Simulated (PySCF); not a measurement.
**LiHg−: bond curves at several levels of theory**

An exercise on one series of results from a longer session: the logs are not shown, and one member is left open.

Computed with PySCF 2.14.0. Level: Li def2-SVPD, Hg def2-SVPD with ECP60, scalar-relativistic core potentials.

4 further runs of the same task are left out: 4 set aside as unsound or not needed.

Set-up of the first run:

A driver script around PySCF takes these settings:

| Property | Result |
| --- | --- |
| atoms | Li, Hg |
| charge | -1 |
| basis | Li def2-SVPD, Hg def2-SVPD with ECP60 |
| Hamiltonian | scalar-relativistic core potentials |
| basis functions | 47 |
| electrons treated | 24 |
| masses in u | 7.0160, 201.9706 |
| levels | PBE0, PBE, r²SCAN, M06, B2PLYP, r²SCANh, CAM-B3LYP, MP2, SCS-MP2, CCSD, CCSD(T) |
| grid | 80 radial by 434 angular points |
| occupations | held fixed by the projection of orbital angular momentum |
| dissociation limit | Li− + Hg, each in its ground configuration |
| starting distance in angstrom | 2.760 |
| values of 2S to try | 0, 2 |

Launch:

```bash
$ OMP_NUM_THREADS=1 python dia.py task.json out
```

Among the steps run: The job; PBE0 along the bond; PBE; r²SCAN (meta-GGA); M06 (hybrid meta-GGA); B2PLYP; r²SCANh; CAM-B3LYP (range-separated hybrid); MP2 and coupled cluster.

One of the session's tables, all rows but one given; the rest of the session is left out.

Energy (eV) from each level's lowest point:

| R (Å) | RHF-MP2 | RHF-SCS-MP2 | RHF-CCSD | RHF-CCSD(T) | PBE |
| --- | --- | --- | --- | --- | --- |
| 3.379 | 0.035 | 0.063 | n/a | n/a | 0.011 |
| 3.536 | 0.019 | 0.042 | 0.061 | 0.032 | 0.003 |
| 3.693 | 0.009 | 0.026 | 0.042 | 0.019 | 0.000 |
| 3.811 | 0.004 | 0.018 | 0.031 | 0.013 | 0.000 |
| 3.929 | 0.002 | 0.011 | 0.023 | 0.008 | 0.002 |
| 4.047 | ? | ? | ? | ? | ? |
| 4.204 | 0.000 | 0.003 | 0.009 | 0.001 | 0.011 |
| 4.401 | 0.002 | 0.000 | 0.004 | 0.000 | 0.019 |
| 4.636 | 0.006 | 0.000 | 0.000 | 0.001 | 0.030 |
| 4.950 | 0.013 | 0.002 | n/a | n/a | 0.045 |

Estimate the missing values for R (Å) = 4.047.

Worked estimate for «RHF-MP2». A straight line through the neighbours (3.929, 0.002) and (4.204, 0.000) gives 0.002 + (0.000 − 0.002) × (4.047 − 3.929) / (4.204 − 3.929) = 0.001; a parabola fitted to 4 rows on both sides gives 0.000.

**Answer.** RHF-MP2: 0.000; RHF-SCS-MP2: 0.007; RHF-CCSD: 0.016; RHF-CCSD(T): 0.004; PBE: 0.005. In «RHF-MP2» the line misses by +0.001 and the parabola by 0.000.

Limits of these values: The bond is weak, and basis-set superposition, which was not computed, may be a sizeable part of it.
